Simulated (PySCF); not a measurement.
# Ways to converge the SCF of SnCl

Aim: find out which solver settings change the answer for SnCl.

The runs use PySCF 2.14.0; each script names its method and basis.

5 further runs of the same task are left out: 1 for a known fault of the program, 4 that didn't finish.

## Step 1: Where the work starts

SnCl: 2 atoms, charge 0, spin multiplicity 2.

Bond lengths: Sn1–Cl2 2.320 Å.

## Step 2: The run that the others are compared with

The input, input.py:

```python
from pyscf import gto, scf, tdscf

mol = gto.M(
    atom='Sn 0 0 0; Cl 0 0 2.32',
    basis='lanl2dz',
    ecp={'Sn': 'lanl2dz', 'Cl': 'lanl2dz'},
    charge=0,
    spin=1,
    verbose=4,
)
mf = scf.UHF(mol)
mf.kernel()
td = tdscf.TDHF(mf)
td.nstates = 4
td.kernel()
td.analyze(verbose=3)
mf.dip_moment()
print('orbital energies (hartree):', [e[max(0, n-3):n+3].round(4) for e, n in zip(mf.mo_energy, mol.nelec)])
```

Run with:

```
$ OMP_NUM_THREADS=1 python input.py
```

The log of this run is left out.

Base result: E(SCF) = -17.990695 Eh, 10 cycles, ⟨S²⟩ = 0.753, μ = 3.83 D, excitations 2.87, 3.08, 5.11, 5.17 eV.

The bond length is a typed value, not an optimised one.

## Step 3: Second-order solver on

Run 1 changes second-order solver: off → on.

The input, input.py:

```python
from pyscf import gto, scf, tdscf

mol = gto.M(
    atom='Sn 0 0 0; Cl 0 0 2.32',
    basis='lanl2dz',
    ecp={'Sn': 'lanl2dz', 'Cl': 'lanl2dz'},
    charge=0,
    spin=1,
    verbose=4,
)
mf = scf.UHF(mol)
mf = mf.newton()
mf.kernel()
td = tdscf.TDHF(mf)
td.nstates = 4
td.kernel()
td.analyze(verbose=3)
mf.dip_moment()
print('orbital energies (hartree):', [e[max(0, n-3):n+3].round(4) for e, n in zip(mf.mo_energy, mol.nelec)])
```

Run with:

```
$ OMP_NUM_THREADS=1 python input.py
```

## Step 4: Initial guess hcore

Run 2 changes initial guess: minao → hcore.

Changes to input.py since step 2:

```diff
@@ -11,2 +11,3 @@
 mf = scf.UHF(mol)
+mf.init_guess = 'hcore'
 mf.kernel()
```

## Step 5: Convergence threshold 1e-07 hartree

Run 3 changes convergence threshold: default → 1e-07 hartree.

Changes to input.py since step 2:

```diff
@@ -11,2 +11,3 @@
 mf = scf.UHF(mol)
+mf.conv_tol = 1e-07
 mf.kernel()
```

## Step 6: Initial guess chk

Run 4 changes initial guess: minao → chk.

Changes to input.py since step 2:

```diff
@@ -11,2 +11,3 @@
 mf = scf.UHF(mol)
+mf.init_guess = 'chk'
 mf.kernel()
```

Before running it: what results should come out? Wanted: for each run, E(SCF); from base; gap, α spin; SCF dipole; after the SCF.

**Answer**, as computed:

```tsv
run	E(SCF) (hartree)	from base (eV)	cycles	gap, α spin (eV)	SCF dipole (D)	after the SCF
base	-17.990695	0	10	6.66	3.83	lowest root found 2.87 eV
second-order solver on	-17.990695	0.0000	3 macro	6.66	3.83	lowest root found 0.00 eV
initial guess hcore	-17.990695	0.0000	12	6.66	3.83	lowest root found 2.87 eV
convergence threshold 1e-07 hartree	-17.990695	0.0000	8	6.66	3.83	lowest root found 2.87 eV
initial guess chk	-17.990695	0.0000	10	6.66	3.83	lowest root found 2.87 eV
```

Distance from each run's final energy (log10 hartree) by cycle:

```tsv
run	cycle 1	cycle 2	cycle 3	cycle 5	cycle 8	cycle 12
base	-1.0	-1.9	-2.8	-5.1	-7.9	done
second-order solver on	-3.3	< -11	< -11	done	done	done
initial guess hcore	0.7	0.5	-0.4	-2.9	-6.1	-10.6
convergence threshold 1e-07 hartree	-1.0	-1.9	-2.8	-5.1	-8.2	done
initial guess chk	-1.0	-1.9	-2.8	-5.1	-7.9	done
```

What this shows: The SCF energy stays the same, to the digits that matter, with second-order solver on or initial guess hcore or convergence threshold 1e-07 hartree or initial guess chk. PySCF falls back to minao for a guess that it doesn't know or can't read, so that run repeats the base. With initial guess hcore, initial guess chk the path hardly changes: 10 to 12 cycles against 10.
